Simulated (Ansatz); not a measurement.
# AlClFHZn: one species, many methods

The task here is to estimate one member of a computed series from the others.

Program: Ansatz 0.2.0, Gaussian basis. Level of theory: functionals in def2-TZVPP, the program's frozen cores in correlated methods. These are calculated values, not measurements.

The runs, in order: LDA (SPW92), PBE-D4, revPBE-D4, BLYP-D4, r2SCAN-D4, B97M-V, PBE0-D4, B3LYP-D4, r2SCANh-D4, r2SCAN0-D4, HSE06-D4, BHLYP-D4, CAM-B3LYP-D4, LC-ωPBE, ωB97X-V, ωB97M-V, B2PLYP, PBE-QIDH; CCSD(T)/def2-SVP; CCSD(T)/def2-TZVPP; MP2/def2-QZVPP; extrapolation to the limit; RPA on PBE.

## The relaxed structure

An earlier PBE0-D4 in a triple-zeta def2 set relaxation fixed the geometry.

5 atoms, charge 0, spin multiplicity 1.

Atoms are counted from 1 here; the program's logs count them from 0.

Bond lengths: F1–Al2 1.651 Å, Al2–Cl3 2.101 Å, Al2–H5 1.570 Å. Angles: F1–Al2–Cl3 116.7°, F1–Al2–H5 119.6°, Cl3–Al2–H5 120.7°.

The first run:

in.yaml

```yaml
crystal:
  periodic: [false, false, false]
  atoms:
    - {symbol: F, position_ang: [0.556712, 0.757425, 1.477357]}
    - {symbol: Al, position_ang: [-0.061828, -0.299153, 0.368988]}
    - {symbol: Cl, position_ang: [1.311053, -1.555348, -0.607374]}
    - {symbol: Zn, position_ang: [-0.165410, 1.678225, -1.684468]}
    - {symbol: H, position_ang: [-1.590726, -0.654849, 0.404096]}
basis:
  gaussian: {orbitals: def2-TZVPP}
hamiltonian: {xc: lda}
output: {orbitals: {seedname: orbitals}}
```

Among the steps run: LDA; PBE-D4 (GGA); revPBE-D4 (GGA); BLYP-D4 (GGA); r2SCAN-D4 (meta-GGA); B97M-V (meta-GGA); PBE0-D4 (hybrid); B3LYP-D4 (hybrid); r2SCANh-D4 (hybrid); r2SCAN0-D4 (hybrid); HSE06-D4 (hybrid); BHLYP-D4 (hybrid); CAM-B3LYP-D4 (range-separated); LC-ωPBE (range-separated); ωB97X-V (range-separated); ωB97M-V (range-separated); B2PLYP (double hybrid); PBE-QIDH (double hybrid).

One table of the session follows, with a row left open; its other results are not shown here.

It belongs to the step «Orbital energies across the functionals». 

```
  functional  HOMO (eV)  LUMO (eV)  gap (eV)
 LDA (SPW92)      -6.98      -3.19      3.79
      PBE-D4      -6.76      -2.99      3.77
   revPBE-D4      -6.68      -2.90      3.77
     BLYP-D4      -6.70      -2.86      3.83
   r2SCAN-D4          ?          ?         ?
      B97M-V      -6.81      -2.91      3.90
     PBE0-D4      -7.57      -2.31      5.26
    B3LYP-D4      -7.51      -2.48      5.03
  r2SCANh-D4      -7.31      -2.62      4.69
  r2SCAN0-D4      -7.76      -2.24      5.52
    HSE06-D4      -7.17      -2.66      4.50
    BHLYP-D4      -8.31      -1.55      6.76
CAM-B3LYP-D4      -8.84      -1.39      7.45
     LC-ωPBE      -9.92      -0.44      9.48
     ωB97X-V      -9.62      -0.46      9.16
     ωB97M-V      -9.59      -0.57      9.01
```

**Question.** Estimate the row for r2SCAN-D4.

Worked estimate for «HOMO (eV)». Against the share of exact exchange, r2SCANh-D4 (0.1, -7.31), r2SCAN0-D4 (0.25, -7.76) give a slope of -3.00 per unit share; at 0 the line stands at -7.01.

**Answer.** HOMO (eV): -7.01; LUMO (eV): -2.88; gap (eV): 4.12. In «HOMO (eV)» the line misses by 0.00.
